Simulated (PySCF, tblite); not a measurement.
# C6H13NSi: geometry, infrared bands and NMR shifts

Aim: predict the infrared bands and NMR shifts of C6H13NSi (`C=C([SiH3])/C=N\CCC`).

Programs: tblite 0.8.0 and PySCF 2.14.0, with density-fitted response routines of our own. Each step states its level of theory. These are calculated values for one molecule in the gas phase, unless marked as measured. Atoms are numbered from 0 throughout.

## 1. The molecule as given

21 atoms, charge 0, multiplicity 1; geometry from: force field or distance geometry start.

Bonds of the start (Å): C0–C1 1.34, C1–Si2 1.85, C1–C3 1.49, C3–N4 1.28, N4–C5 1.46, C5–C6 1.53, C6–C7 1.53, C0–H8 1.09, C0–H9 1.09, Si2–H10 1.48, Si2–H11 1.47, Si2–H12 1.50, C3–H13 1.11, C5–H14 1.09, C5–H15 1.11, C6–H16 1.10, C6–H17 1.09, C7–H18 1.10, C7–H19 1.09, C7–H20 1.09.

## 2. Relaxing the molecule with GFN2-xTB

The job: settings as JSON, then the geometry in Å.

```
{"job": {"kind": "relax", "xc": "GFN2-xTB", "basis": "xTB"}, "charge": 0, "multiplicity": 1}
C      0.475000    -2.662600    -0.425700
C      1.228600    -1.611300    -0.082500
Si     2.497100    -1.599200     1.265900
C      1.146800    -0.366000    -0.894300
N      0.140400     0.384900    -1.121800
C     -1.155000     0.100600    -0.513700
C     -2.003500     1.372200    -0.541800
C     -1.454500     2.464000     0.379100
H      0.508600    -3.611800     0.105200
H     -0.224000    -2.604700    -1.261800
H      2.779700    -2.984100     1.706300
H      3.745000    -0.988000     0.772400
H      1.991000    -0.821600     2.440500
H      2.113100    -0.069700    -1.342600
H     -1.671000    -0.664600    -1.085400
H     -1.051400    -0.241200     0.537200
H     -3.021000     1.121100    -0.214800
H     -2.073200     1.750000    -1.561800
H     -2.122900     3.334300     0.361400
H     -0.460300     2.787500     0.064200
H     -1.397700     2.113700     1.413500
```

Launch:

```bash
> OMP_NUM_THREADS=1 python probes_run.py task.json out
```

One launch serves the whole session: the jobs run in the order shown.

Log:

```text
step      E/eV     max force
  0    -654.83331    1.300
  1    -654.88778    0.949
  2    -654.90399    0.375
  3    -654.90959    0.199
  4    -654.91580    0.172
  5    -654.91712    0.143
  6    -654.91876    0.134
  7    -654.92091    0.109
  8    -654.92214    0.093
  9    -654.92316    0.055
 10    -654.92391    0.059
 11    -654.92471    0.059
 12    -654.92551    0.062
 13    -654.92623    0.065
 14    -654.92680    0.054
 15    -654.92729    0.053
 16    -654.92775    0.048
 17    -654.92816    0.041
 18    -654.92853    0.048
 19    -654.92886    0.043
 20    -654.92921    0.046
 21    -654.92960    0.049
 22    -654.93001    0.043
 23    -654.93039    0.040
 24    -654.93073    0.040
 25    -654.93105    0.036
 26    -654.93137    0.043
 27    -654.93170    0.045
 28    -654.93207    0.051
 29    -654.93251    0.055
 30    -654.93305    0.055
 31    -654.93359    0.048
 32    -654.93403    0.046
 33    -654.93441    0.050
 34    -654.93486    0.054
 35    -654.93555    0.068
 36    -654.93647    0.072
 37    -654.93744    0.066
 38    -654.93828    0.065
 39    -654.93900    0.061
 40    -654.93970    0.058
 41    -654.94030    0.045
 42    -654.94071    0.041
 43    -654.94105    0.044
 44    -654.94145    0.052
 45    -654.94193    0.062
 46    -654.94248    0.064
 47    -654.94300    0.051
 48    -654.94348    0.053
 49    -654.94403    0.068
 50    -654.94465    0.066
 51    -654.94527    0.057
 52    -654.94590    0.056
 53    -654.94653    0.068
 54    -654.94717    0.066
 55    -654.94782    0.063
 56    -654.94860    0.053
 57    -654.94924    0.060
 58    -654.95026    0.078
 59    -654.95138    0.066
 60    -654.95243    0.076
 61    -654.95328    0.068
 62    -654.95411    0.075
 63    -654.95508    0.082
 64    -654.95627    0.089
 65    -654.95766    0.119
 66    -654.95933    0.136
 67    -654.96147    0.155
 68    -654.96479    0.124
 69    -654.96818    0.100
 70    -654.96970    0.132
 71    -654.97091    0.087
 72    -654.97183    0.086
 73    -654.97290    0.074
 74    -654.97368    0.074
 75    -654.97508    0.088
 76    -654.97621    0.070
 77    -654.97717    0.066
 78    -654.97794    0.065
 79    -654.97867    0.083
 80    -654.97975    0.075
 81    -654.98087    0.060
 82    -654.98152    0.056
 83    -654.98188    0.053
 84    -654.98221    0.030
 85    -654.98241    0.029
 86    -654.98253    0.025
 87    -654.98263    0.023
 88    -654.98272    0.021
 89    -654.98280    0.022
 90    -654.98289    0.021
 91    -654.98299    0.021
 92    -654.98310    0.022
 93    -654.98318    0.019
 94    -654.98324    0.017
 95    -654.98331    0.020
 96    -654.98340    0.020
 97    -654.98348    0.017
 98    -654.98354    0.015
 99    -654.98357    0.011
100    -654.98359    0.010
```

Wall time 2.6 s (1 thread of Intel Xeon at 2.50GHz, shared host); peak memory 0.18 GiB.

Step by step: (not every step is listed)

```tsv
step	energy from step 0 (eV)	largest force (eV/Å)
0	0.0000	1.3005
1	-0.0545	0.9486
2	-0.0707	0.3753
3	-0.0763	0.1988
4	-0.0825	0.1720
5	-0.0838	0.1429
6	-0.0855	0.1340
7	-0.0876	0.1086
8	-0.0888	0.0928
16	-0.0944	0.0477
24	-0.0974	0.0403
32	-0.1007	0.0461
40	-0.1064	0.0584
48	-0.1102	0.0534
56	-0.1153	0.0529
64	-0.1230	0.0885
72	-0.1385	0.0859
80	-0.1464	0.0746
88	-0.1494	0.0208
95	-0.1500	0.0205
96	-0.1501	0.0199
97	-0.1502	0.0167
98	-0.1502	0.0151
99	-0.1503	0.0108
100	-0.1503	0.0101
```

Distances of close pairs at the start and the end, largest changes first:

```tsv
bond	before (Å)	after (Å)	change (Å)
C1–Si2	1.851	1.892	+0.041
Si2–H12	1.497	1.464	-0.033
N4–C5	1.459	1.434	-0.025
C3–N4	1.276	1.258	-0.018
Si2–H10	1.480	1.463	-0.018
C3–H13	1.106	1.089	-0.017
C1–C3	1.489	1.473	-0.016
C0–H9	1.091	1.081	-0.011
```

The end geometry stands in the next job.

## 3. Infrared spectrum with GFN2-xTB

The job: settings as JSON, then the geometry in Å.

```
{"job": {"kind": "ir", "xc": "GFN2-xTB", "basis": "xTB"}, "charge": 0, "multiplicity": 1}
C      0.488315    -2.649611    -0.277774
C      1.117922    -1.485952    -0.157472
Si     2.229522    -1.054485     1.311512
C      0.992572    -0.430231    -1.176458
N     -0.020387     0.231249    -1.520724
C     -1.308092     0.035305    -0.919765
C     -1.857131     1.383873    -0.445203
C     -1.044311     1.943400     0.715391
H      0.579583    -3.427048     0.463905
H     -0.123773    -2.885340    -1.136504
H      2.259118    -2.204252     2.215457
H      3.570491    -0.756288     0.803785
H      1.689843     0.123399     1.993708
H      1.923148    -0.161814    -1.674135
H     -1.965614    -0.359003    -1.702526
H     -1.294823    -0.680202    -0.083070
H     -2.896722     1.250173    -0.139526
H     -1.829197     2.084034    -1.280935
H     -1.447832     2.900331     1.038525
H     -0.010357     2.087842     0.410048
H     -1.061194     1.258131     1.561290
```

Log:

```text
mode    cm-1     km/mol
  1      38.3      0.19
  2      41.0      0.47
  3      67.4      0.19
  4      96.3      0.01
  5     144.3      0.58
  6     176.2      0.79
  7     218.5      1.24
  8     265.6      1.20
  9     310.0      3.41
 10     343.9      2.63
 11     389.5      3.00
 12     481.8     17.89
 13     537.2     38.92
 14     552.8     19.89
 15     601.4     44.95
 16     658.9     18.49
 17     770.1    167.91
 18     780.0    317.17
 19     784.8    152.05
 20     799.7    127.26
 21     808.5     64.30
 22     860.3      5.63
 23     912.5     12.55
 24     919.0     23.78
 25     936.7      3.42
 26     957.2     15.47
 27     993.8     23.80
 28    1104.3     11.38
 29    1113.7      0.89
 30    1144.0     28.36
 31    1155.8     12.02
 32    1221.6      0.19
 33    1254.1      0.85
 34    1321.1     35.87
 35    1326.7      4.69
 36    1342.0      1.82
 37    1411.1      1.40
 38    1421.9      1.11
 39    1459.3      2.51
 40    1474.7      0.15
 41    1501.6      3.27
 42    1507.0      4.82
 43    1662.2      5.72
 44    1721.5    123.30
 45    2256.3    364.95
 46    2263.3    184.17
 47    2270.0    320.72
 48    2854.9     56.69
 49    2930.3     34.03
 50    2965.1     53.21
 51    2976.8     51.09
 52    2998.5     16.29
 53    3022.3     63.13
 54    3033.4     53.48
 55    3038.5     25.57
 56    3066.4     34.00
 57    3091.9     37.86
```

Wall time 2 s (1 thread of Intel Xeon at 2.50GHz, shared host); peak memory 0.18 GiB.

The strongest bands and the atoms that carry them (share of the mass-weighted mode):

```tsv
cm⁻¹	km/mol	atoms
770	167.9	H10 55 %, H11 29 %, H12 11 %
780	317.2	H10 27 %, H12 22 %, H11 21 %
785	152.1	H12 52 %, H11 36 %
800	127.3	H16 12 %
1722	123.3	C3 52 %, N4 46 %
2256	364.9	H11 80 %, H12 16 %
2263	184.2	H12 81 %, H11 16 %
2270	320.7	H10 96 %
```

## 4. NMR shieldings: PBE0/pcSseg-1

Settings changed since step 3:

```diff
@@ -1,2 +1,2 @@
-{"job": {"kind": "ir", "xc": "GFN2-xTB", "basis": "xTB"}, "charge": 0, "multiplicity": 1}
+{"job": {"kind": "nmr", "xc": "PBE0", "basis": "pcSseg-1"}, "charge": 0, "multiplicity": 1}
 C      0.488315    -2.649611    -0.277774
```

Method: GIAO PBE0/pcSseg-1 NMR shielding, non-relativistic, gas phase.

Log:

```text
coarse grid: 17264 points
cycle   1  E = -580.0280332592  dE =  7.304e-01  |g| = 4.384e-01  |ddm| = 3.998e+00
cycle   2  E = -579.9996164753  dE =  2.842e-02  |g| = 5.750e-01  |ddm| = 9.905e-01
cycle   3  E = -580.0763712333  dE = -7.675e-02  |g| = 1.323e-01  |ddm| = 6.073e-01
cycle   4  E = -580.0797731997  dE = -3.402e-03  |g| = 4.671e-02  |ddm| = 1.335e-01
cycle   5  E = -580.0802665394  dE = -4.933e-04  |g| = 9.249e-03  |ddm| = 5.052e-02
cycle   6  E = -580.0802802253  dE = -1.369e-05  |g| = 5.002e-03  |ddm| = 1.106e-02
cycle   7  E = -580.0802866981  dE = -6.473e-06  |g| = 7.333e-04  |ddm| = 4.611e-03
final grid: 160008 points
cycle   8  E = -580.1265481954  dE = -5.732e-05  |g| = 8.002e-03  |ddm| = 3.576e-02
cycle   9  E = -580.1265440749  dE =  4.120e-06  |g| = 8.991e-03  |ddm| = 1.535e-02
cycle  10  E = -580.1265650718  dE = -2.100e-05  |g| = 8.735e-04  |ddm| = 8.110e-03
cycle  11  E = -580.1265651993  dE = -1.274e-07  |g| = 4.898e-04  |ddm| = 1.091e-03
cycle  12  E = -580.1265652514  dE = -5.216e-08  |g| = 9.213e-05  |ddm| = 4.559e-04
cycle  13  E = -580.1265652532  dE = -1.749e-09  |g| = 3.080e-05  |ddm| = 1.175e-04
cycle  14  E = -580.1265652534  dE = -2.231e-10  |g| = 4.534e-06  |ddm| = 3.361e-05
converged SCF energy = -580.1265652534

GIAO shielding tensors (ppm)
atom      isotropic    diamagn.    paramagn.     s11        s22        s33       span
  0 C       46.632     252.266    -205.634    -65.395     47.298    157.995    223.390
  1 C       37.497     268.058    -230.560    -70.992     30.328    153.156    224.148
  2 Si     420.062     881.136    -461.074    379.228    418.061    462.897     83.669
  3 C       18.384     253.402    -235.018    -86.465     32.736    108.882    195.348
  4 N     -123.051     330.834    -453.885   -478.296   -142.632    251.773    730.069
  5 C      129.913     250.946    -121.034    110.310    132.270    147.159     36.849
  6 C      159.500     248.219     -88.720    152.135    156.940    169.424     17.288
  7 C      172.337     249.344     -77.007    157.676    174.485    184.850     27.174
  8 H       25.515      30.498      -4.983     22.239     25.235     29.071      6.832
  9 H       25.795      31.504      -5.709     21.693     25.611     30.081      8.388
 10 H       27.641      29.469      -1.828     24.686     26.001     32.235      7.549
 11 H       27.338      28.921      -1.583     24.510     25.476     32.027      7.517
 12 H       27.608      30.158      -2.550     23.816     27.495     31.514      7.698
 13 H       23.306      31.603      -8.297     21.371     23.000     25.547      4.176
 14 H       27.881      31.497      -3.615     23.803     26.489     33.351      9.548
 15 H       27.907      35.124      -7.217     24.038     27.511     32.172      8.134
 16 H       30.178      30.390      -0.212     25.745     28.483     36.307     10.562
 17 H       29.712      30.420      -0.707     25.541     27.944     35.652     10.111
 18 H       30.693      28.993       1.701     25.852     28.123     38.104     12.253
 19 H       30.825      32.752      -1.926     26.685     30.405     35.386      8.701
 20 H       31.417      32.558      -1.142     27.735     29.596     36.920      9.185
```

Wall time 93 s (1 thread of Intel Xeon at 2.50GHz, shared host); peak memory 1 GiB.

The references, computed at this level on geometries of the same kind, shield at (ppm): ¹H TMS 31.72, ¹³C TMS 186.9, ²⁹Si TMS 349.2, ¹⁵N NH3 267.7. Their shielding less the atom's gives the shift. The references are single molecules in the gas phase, so shifts against H2O, NH3, PH3, H3PO4 or CFCl3 are not on the usual liquid scales and can be off by tens of ppm. Atoms listed in one row are averaged.

```tsv
atoms	environment	σ (ppm)	δ (ppm)	δ scaled to CDCl3
C3	C=N carbon	18.4	168.5	162.6
C1	fully substituted alkene carbon	37.5	149.4	143.9
C0	terminal =CH2 carbon	46.6	140.3	135.0
C5	sp3 CH2 bonded to N	129.9	57.0	53.7
C6	sp3 CH2	159.5	27.4	24.9
C7	methyl carbon	172.3	14.6	12.3
H13	hydrogen on a C=N carbon	23.31	8.41	8.04
H8	hydrogen on a terminal =CH2 carbon	25.52	6.20	5.95
H9	hydrogen on a terminal =CH2 carbon	25.80	5.92	5.69
H10, H11, H12	hydrogen on a silicon bonded to C	27.53	4.19	–
H14, H15	hydrogen on an sp3 CH2 bonded to N	27.89	3.82	3.71
H16, H17	hydrogen on an sp3 CH2	29.95	1.77	1.78
H18, H19, H20	hydrogen on a methyl carbon	30.98	0.74	0.80
Si2	silicon bonded to C, 3 H	420.1	-70.9	–
N4	imine nitrogen	-123.1	390.8	–
```

The scaled column applies a straight-line fit of computed shieldings to shifts measured in CDCl3 (root-mean-square error 0.16 ppm for H, 1.9 ppm for C).

Charges from the same density, by scheme (e):

```tsv
atoms	Mulliken	IAO	Hirshfeld	ESP fit
C0	-0.05	-0.28	-0.07	-0.53
C1	-0.58	-0.29	-0.08	-0.08
Si2	0.58	0.61	0.32	0.41
C3	0.14	0.01	0.04	0.39
N4	-0.41	-0.27	-0.14	-0.55
C5	-0.05	-0.15	-0.03	0.01
C6	-0.25	-0.25	-0.07	0.03
C7	-0.29	-0.42	-0.12	-0.22
```

Mayer bond orders: C0–C1 1.96, C1–Si2 0.84, C1–C3 0.99, C3–N4 1.98, N4–C5 0.97, C5–C6 1.03, C6–C7 1.05.

## 5. What came out

| quantity | value |
| --- | --- |
| strongest single infrared mode (GFN2-xTB) | 2256 cm⁻¹, 365 km/mol |
| zero-point energy (GFN2-xTB) | 106.3 kcal/mol |
| ¹³C shifts against TMS (PBE0/pcSseg-1) | 168.5, 149.4, 140.3, 57.0, 27.4, 14.6 ppm |
| ¹H shifts against TMS (PBE0/pcSseg-1, means over atoms taken as alike) | 8.41, 6.20, 5.92, 4.19, 3.82, 1.77, 0.74 ppm |
| ²⁹Si shifts against TMS (PBE0/pcSseg-1) | -70.9 ppm |
| ¹⁵N shifts against NH3 (PBE0/pcSseg-1) | 390.8 ppm |

What this shows: Relaxing lowered the energy by 0.150 eV in 100 steps; the close pair that moved most is C1–Si2, from 1.851 to 1.892 Å. No mode is imaginary among the 57: a minimum at this level. The strongest single mode, at 2256 cm⁻¹, moves mainly H11. Unscaled tight-binding wavenumbers are off by several per cent, some by more. Its intensities can rank the bands wrongly. At PBE0/pcSseg-1: The widest tensor belongs to N4: span 730 ppm, with a paramagnetic part of -454 ppm.
